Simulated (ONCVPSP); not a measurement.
**An ONCV potential for silver, from input to tests**

Do these settings give a usable potential? It is generated, then checked for transferability, scattering, ghosts and hardness.

The numbers are computed with ONCVPSP 4.0.1 (LDA (Perdew-Zunger), scalar-relativistic, spin-unpolarised reference atom).

2 further runs of the same task are left out: 2 that didn't finish.

### 1 The atom and the settings

The settings as typed:

```json
{
  "element": "silver (Ag, Z = 47)",
  "type": "optimised norm-conserving Vanderbilt (ONCV)",
  "frozen core": "[Ar] 3d10",
  "valence charge": "19",
  "reference configuration": "4s2 4p6 4d10 5s0.5 (charge +0.5)",
  "partial waves": "4s+5s: rc 1.58 bohr, ncon 4, nbas 7, qcut 7.1 1/bohr, 2 projectors; 4p: rc 1.00 bohr, ncon 4, nbas 7, qcut 7.7 1/bohr, 2 projectors, debl 0.5 Ha; 4d: rc 1.55 bohr, ncon 3, nbas 8, qcut 11.5 1/bohr, 1 projector",
  "local potential": "polynomial inside 0.85 bohr (lpopt 5, dvloc0 2 Ha)",
  "core correction": "Teter function, fcfact 2.5, rcfact 1.4"
}
```

### 2 The generation run

Ag.dat reads:

```
# ATOM AND REFERENCE CONFIGURATION
# atsym  z   nc   nv     iexc    psfile
  Ag 47.00    6    4        3      upf
#
#   n    l    f
    1    0    2.00
    2    0    2.00
    2    1    6.00
    3    0    2.00
    3    1    6.00
    3    2   10.00
    4    0    2.00
    4    1    6.00
    4    2   10.00
    5    0    0.50
#
# PSEUDOPOTENTIAL AND OPTIMIZATION
# lmax
    2
#
#   l,   rc,      ep,       ncon, nbas, qcut
    0    1.58    0.00    4    7    7.10
    1    1.00    0.00    4    7    7.70
    2    1.55    0.00    3    8   11.50
#
# LOCAL POTENTIAL
# lloc, lpopt,  rc(5),   dvloc0
    4    5    0.85    2.00
#
# VANDERBILT-KLEINMAN-BYLANDER PROJECTORs
# l, nproj, debl
    0    2    3.90
    1    2    0.50
    2    1    3.70
#
# MODEL CORE CHARGE
# icmod, fcfact, rcfact
    3    2.50    1.40
#
# LOG DERIVATIVE ANALYSIS
# epsh1, epsh2, depsh
   -5.00    5.00    0.04
#
# OUTPUT GRID
# rlmax, drl
    6.00    0.01
#
# TEST CONFIGURATIONS
# ncnf
    4
# nvcnf
#   n    l    f
    4
    4    0    2.00
    4    1    6.00
    4    2   10.00
    5    0    1.00
#
    4
    4    0    2.00
    4    1    6.00
    4    2   10.00
    5    0    0.00
#
    4
    4    0    2.00
    4    1    6.00
    4    2    9.00
    5    0    0.00
#
    4
    4    0    1.00
    4    1    6.00
    4    2   10.00
    5    0    1.00
#
```

Command:

```bash
$ oncvpsp.x < Ag.dat > Ag.out
```

**Question.** What will these runs give? Wanted: cutoffs for 1 and 0.1 mHa per electron, occupied waves; bound ghosts; GHOST(+) flags; largest test error; largest phase difference near zero energy, channels read; rms error of d²Exc/dn², without and with the model core; projector energies reset by the program.

As calculated:

| quantity | value |
| --- | --- |
| cutoffs for 1 and 0.1 mHa per electron, occupied waves | 122 Ha and 148 Ha |
| bound ghosts | none found |
| GHOST(+) flags | s at 92 eV |
| largest test error (AE − PS) | -335 meV, for 4s1 4p6 4d10 5s1 |
| largest phase difference near zero energy, channels read | 0.001 rad |
| rms error of d²Exc/dn², without and with the model core | 4.30 and 0.85 mHa |
| projector energies reset by the program | p: -2.302, 0.250 Ha |

What this shows: The worst unpolarised test, 4s1 4p6 4d10 5s1, is off by 335 meV on 98.9 eV; by total energies transferability rates as poor. That test lies far up in energy; among those under 40 eV, nearer to bonding, the largest error is 1.6 meV. By its cutoff, 122 Ha for the looser tolerance, it is very hard. At the looser tolerance the 4p wave is the slowest; 4d needs 34 Ha. No bound ghost shows below the valence levels. Near zero energy the phases of the channels with partial waves agree within 0.001 rad. The program also flags highly localised states, GHOST(+) (s). All of this concerns the isolated atom, not yet a solid.
